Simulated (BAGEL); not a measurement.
**GeH2ClO (SMILES [O][GeH2][Cl]): UHF/6-31G(d) (density fitting with qzvpp-jkfit, spherical functions)**

Aim: the vertical ionisation energy of GeH2ClO at UHF/6-31G* (density fitting with qzvpp-jkfit, spherical functions), from 2 runs. 

Program for the calculation: BAGEL 1.2.2.

3 further runs of the same task are left out: 3 set aside as unsound or not needed. Runs told in other sessions of the task aren't counted.

## Step 1: The structure to begin with

The species is GeH2ClO (5 atoms), meant as a doublet with charge 0. SMILES: `[O][GeH2][Cl]`. The shape is that of a PBE0-D4/def2-TZVP optimisation.

Bond lengths: O1–Ge2 1.781 Å, Ge2–Cl3 2.144 Å, Ge2–H4 1.531 Å, Ge2–H5 1.531 Å. Angles: O1–Ge2–Cl3 110.8°, O1–Ge2–H4 106.5°, O1–Ge2–H5 106.5°, Cl3–Ge2–H4 108.2°, Cl3–Ge2–H5 108.2°, H4–Ge2–H5 116.7°.

## Step 2: The energy at UHF/6-31G(d) (density fitting with qzvpp-jkfit, spherical functions)

The input, hf.json:

```json
{ "bagel": [

{
  "title": "molecule",
  "basis": "6-31gs.json",
  "df_basis": "qzvpp-jkfit",
  "angstrom": true,
  "geometry": [
    { "atom": "O", "xyz": [      -0.272400,      -0.591800,       1.625500 ] },
    { "atom": "Ge", "xyz": [       0.123700,      -0.081200,      -0.034500 ] },
    { "atom": "Cl", "xyz": [      -1.347100,       1.290100,      -0.778900 ] },
    { "atom": "H", "xyz": [       0.081000,      -1.343800,      -0.899000 ] },
    { "atom": "H", "xyz": [       1.464600,       0.653000,       0.045400 ] }
  ]
},

{ "title": "uhf", "nopen": 1 },

{ "title": "print", "file": "orbitals.molden", "orbitals": true }

]}
```

The basis set 6-31G* is read from a file made from the Basis Set Exchange's data (not shown).

Command:

```console
$ BAGEL_NUM_THREADS=1 BAGEL hf.json > hf.out
```

The program printed:

```text
* using 1 threads per process

  ===============================================================
  ===============================================================

  *** Geometry ***

  { "atom" : "O", "xyz" : [     -0.514761,     -1.118340,      3.071750 ] },
  { "atom" : "Ge", "xyz" : [      0.233759,     -0.153446,     -0.065196 ] },
  { "atom" : "Cl", "xyz" : [     -2.545650,      2.437936,     -1.471908 ] },
  { "atom" : "H", "xyz" : [      0.153068,     -2.539414,     -1.698864 ] },
  { "atom" : "H", "xyz" : [      2.767693,      1.233991,      0.085794 ] },

  Number of auxiliary basis functions:      507

  Since a DF basis is specified, we compute 2- and 3-index integrals:
    o Being stored without compression. Storage requirement is 0.019 GB

  Number of basis functions:       68
  Number of electrons      :       59

    * METHOD: MOLECULE                             0.22

  *** Open-shell HF ***

  === Nuclear Repulsion ===
   264.0476202487

      * DIIS with orbital gradients will be used.

  === UHF iteration (6-31gs.json) ===
      0      -2610.02191008          0.05642704           0.12
      1      -2609.63068356          0.08861326           0.11
      2      -2609.36998878          0.09307273           0.11
      3      -2610.52672991          0.01305719           0.11
      4      -2610.57444985          0.00540995           0.11
      5      -2610.58379730          0.00207303           0.11
      6      -2610.58571397          0.00060263           0.11
      7      -2610.58589905          0.00018550           0.11
      8      -2610.58599816          0.00006210           0.11
      9      -2610.58603784          0.00002061           0.11
     10      -2610.58605251          0.00001007           0.11
     11      -2610.58605842          0.00000458           0.11
     12      -2610.58605953          0.00000211           0.11
     13      -2610.58605976          0.00000071           0.11
     14      -2610.58605977          0.00000025           0.11
     15      -2610.58605977          0.00000010           0.11
     16      -2610.58605977          0.00000006           0.11
     17      -2610.58605977          0.00000003           0.11
     18      -2610.58605977          0.00000002           0.11
     19      -2610.58605977          0.00000001           0.11
    * SCF iteration converged.

    * S^2 (UHF) is 0.7576

    * Permanent dipole moment:
           (   -0.800378,     0.329937,     0.475299) a.u.

    * METHOD: UHF                                  2.44

    * METHOD: PRINT                                0.01

  ===============================================================
```

It took 2.8 s on 1 thread of Arm Neoverse V2, shared host; peak memory 0.11 GiB.

## Step 3: The singlet cation, same level

The input, hf.json:

```json
{ "bagel" : [

{
  "title" : "molecule",
  "basis" : "6-31gs.json",
  "df_basis" : "qzvpp-jkfit",
  "angstrom" : true,
  "geometry" : [
    { "atom" : "O", "xyz" : [   -0.272400,   -0.591800,    1.625500 ] },
    { "atom" : "Ge", "xyz" : [    0.123700,   -0.081200,   -0.034500 ] },
    { "atom" : "Cl", "xyz" : [   -1.347100,    1.290100,   -0.778900 ] },
    { "atom" : "H", "xyz" : [    0.081000,   -1.343800,   -0.899000 ] },
    { "atom" : "H", "xyz" : [    1.464600,    0.653000,    0.045400 ] }
  ]
},
{
  "title" : "hf",
  "charge" : 1
},
{
  "title" : "print",
  "file" : "orbitals.molden",
  "orbitals" : true
}

]}
```

The basis set 6-31G* is read from a file made from the Basis Set Exchange's data (not shown).

Command:

```console
$ BAGEL_NUM_THREADS=1 BAGEL hf.json > hf.out
```

The program printed:

```text
* using 1 threads per process

  ===============================================================
  ===============================================================

  *** Geometry ***

  { "atom" : "O", "xyz" : [     -0.514761,     -1.118340,      3.071750 ] },
  { "atom" : "Ge", "xyz" : [      0.233759,     -0.153446,     -0.065196 ] },
  { "atom" : "Cl", "xyz" : [     -2.545650,      2.437936,     -1.471908 ] },
  { "atom" : "H", "xyz" : [      0.153068,     -2.539414,     -1.698864 ] },
  { "atom" : "H", "xyz" : [      2.767693,      1.233991,      0.085794 ] },

  Number of auxiliary basis functions:      507

  Since a DF basis is specified, we compute 2- and 3-index integrals:
    o Being stored without compression. Storage requirement is 0.019 GB

  Number of basis functions:       68
  Number of electrons      :       59

    * METHOD: MOLECULE                             0.22

  *** RHF ***

  === Nuclear Repulsion ===
   264.0476202487

      * DIIS with orbital gradients will be used.

  === RHF iteration (6-31gs.json) ===
      0      -2609.45839714          0.03250620           0.06
      1      -2608.51940902          0.05925673           0.05
      2      -2610.00715713          0.00737029           0.05
      3      -2610.04110494          0.00706938           0.05
      4      -2610.05885327          0.00500381           0.05
      5      -2610.07928601          0.00185843           0.05
      6      -2610.08356914          0.00053930           0.05
      7      -2610.08374344          0.00030008           0.06
      8      -2610.08391306          0.00005971           0.05
      9      -2610.08391950          0.00003687           0.05
     10      -2610.08392130          0.00001054           0.05
     11      -2610.08392147          0.00000351           0.05
     12      -2610.08392148          0.00000117           0.05
     13      -2610.08392148          0.00000054           0.05
     14      -2610.08392148          0.00000020           0.05
     15      -2610.08392148          0.00000005           0.05
     16      -2610.08392148          0.00000003           0.05
     17      -2610.08392148          0.00000002           0.05
     18      -2610.08392148          0.00000002           0.05
     19      -2610.08392148          0.00000002           0.05
     20      -2610.08392148          0.00000002           0.05
     21      -2610.08392148          0.00000001           0.05
     22      -2610.08392148          0.00000001           0.05
     23      -2610.08392148          0.00000001           0.05
     24      -2610.08392148          0.00000001           0.05
     25      -2610.08392148          0.00000001           0.05
    * SCF iteration converged.

    * Permanent dipole moment:
           (   -1.164799,     1.207745,    -0.846983) a.u.

    * METHOD: HF                                   1.60

    * METHOD: PRINT                                0.01

  ===============================================================
```

Wall time 2 s (1 thread of Arm Neoverse V2, shared host); peak memory 0.11 GiB.

## Step 4: Results

Level: UHF/6-31G* (density fitting with qzvpp-jkfit, spherical functions).

```
                                          quantity           value
                     doublet GeH2ClO: total energy  -2610.58606 Eh
                    doublet GeH2ClO: dipole moment          2.51 D
                             doublet GeH2ClO: ⟨S²⟩           0.758
                      singlet cation: total energy  -2610.08392 Eh
                       singlet cation: HOMO energy       -17.74 eV
                       singlet cation: LUMO energy       -10.66 eV
                     singlet cation: HOMO–LUMO gap         7.08 eV
vertical ionisation energy (to the singlet cation)       13.664 eV
```

What this shows: Removing an electron at fixed nuclei costs 13.66 eV (315 kcal/mol). Only the singlet of the ionised species was computed; a triplet could lie lower.
